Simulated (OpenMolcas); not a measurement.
# Eu²⁺ among point charges: CASSCF levels and susceptibility

Aim: the splitting of the states of Eu²⁺ in the field of 7 point charges, its lowest levels with spin-orbit coupling and its magnetic susceptibility.

Method: state-averaged CASSCF, spin-orbit coupling by RASSI with atomic mean-field integrals. Code: OpenMolcas 26.06.

### Step 1. The atom as given

| Item | Value |
| --- | --- |
| Species | Eu²⁺ (europium, Z = 63, 61 electrons) |
| Basis | ANO-RCC-VDZP [7s6p4d2f1g], 68 functions |
| Scalar Hamiltonian | DKH2, point nucleus |
| Inactive shells | 1s 2s 2p 3s 3p 3d 4s 4p 4d 5s 5p |
| Active space | 7 electrons in 7 orbitals (4f) |
| Some configurations of this space | 4f7 |
| Orbitals | optimised for the highest spin of each parity, averaged over all roots |

The outer shells:

4f7
```
4f [↑ ][↑ ][↑ ][↑ ][↑ ][↑ ][↑ ]
```

The ion sits among 7 point charges of -1.5 e arranged as a pentagonal bipyramid (D5h), 2.69 Å from the ion, with the axial distance 2.798 Å.

Each step is its own input file, run in one work folder so that later steps find the files of earlier ones. Labels, J, g values, rates, χT and fits are worked out afterwards by a script from the matrices that RASSI stores.

### Step 2. Basis and integrals

Contents of a.inp:

```
&GATEWAY
Coord
1

Eu 0.0 0.0 0.0
Basis=ANO-RCC-VDZP
Group=NoSym
NoMove
AngMom=0.0 0.0 0.0
AMFI
XField
7 Angstrom 0
2.690000 0.000000 0.000000 -1.500000
0.831256 2.558342 0.000000 -1.500000
-2.176256 1.581142 0.000000 -1.500000
-2.176256 -1.581142 0.000000 -1.500000
0.831256 -2.558342 0.000000 -1.500000
0.000000 0.000000 2.797600 -1.500000
0.000000 0.000000 -2.797600 -1.500000
&SEWARD
```

On the command line:

```console
OMP_NUM_THREADS=1 MOLCAS_MEM=2252 MOLCAS_PROJECT=a pymolcas a.inp > a.log
```

### Step 3. Reference wave functions, octets, 1 root

Contents of a.inp:

```
&RASSCF
FileOrb=start.orb
Symmetry=1
Spin=8
nActEl=7 0 0
Inactive=27
Ras2=7
CIRoot=1 1 1
SDav=1
CIMx=300
Iter=120 100
PrWF=0.3
OrbListing=Nothing
MaxOrb=0
>>> COPY $Project.JobIph JOB001
```

start.orb holds the contracted functions of the basis, ordered by shell, or the orbitals of the step before.

### Step 4. Reference wave functions, sextets, 48 roots

Contents of a.inp:

```
&RASSCF
FileOrb=start.orb
Symmetry=1
Spin=6
nActEl=7 0 0
Inactive=27
Ras2=7
CIRoot=48 48 1
SDav=48
CIMx=300
Iter=120 100
PrWF=0.3
OrbListing=Nothing
MaxOrb=0
CIOnly
>>> COPY $Project.JobIph JOB002
```

### Step 5. RASSI: spin-orbit coupling between the states

Contents of a.inp:

```
&RASSI
NrOfJobIphs=2 1 21
1
1 2 3 4 5 6 7 8 9 10 11 12 13 14 15 16 17 18 19 20 21
IphNames
JOB001
JOB002
EJob
SpinOrbit
DIPRint=1.0
SOCoupling=1000.0
Subsets=2
Property=9
'ANGMOM' 1 'ANGMOM' 2 'ANGMOM' 3 'MLTPL  1' 1 'MLTPL  1' 2 'MLTPL  1' 3
'AMFI' 1 'AMFI' 2 'AMFI' 3
SOProperty=3
'ANGMOM' 1 'ANGMOM' 2 'ANGMOM' 3
```

What does the calculation give? Wanted: spin-free ground state; lowest level; next level.

**Answer**, as computed:

```
                 quantity                              value
                   method                             CASSCF
   spin-free ground state  octet, 1-fold in its orbital part
             lowest level       2-fold, g = 2.00, 7.99, 7.99
               next level                           0.4 cm⁻¹
              χT at 300 K                     7.86 cm³ K/mol
effective moment at 300 K                            7.93 μB
```

**Reading.** The spin-free ground state (octet) comes to 100 % from free-ion S terms and keeps the highest spin of the shell. The sextets rest on orbitals optimised for another spin in at least one step, which raises them against the optimised states. Not all states of the active space went into the spin-orbit step. Terms of lower spin are left out of the spin-orbit mixing, so the small splitting that they give the half-filled shell's ground term is missing or unsound. High states of lower spin are left out of the spin-orbit mixing, and CASSCF puts spin-flip levels too high. Point charges carry no covalency, so the field is a model and not that of real ligands.
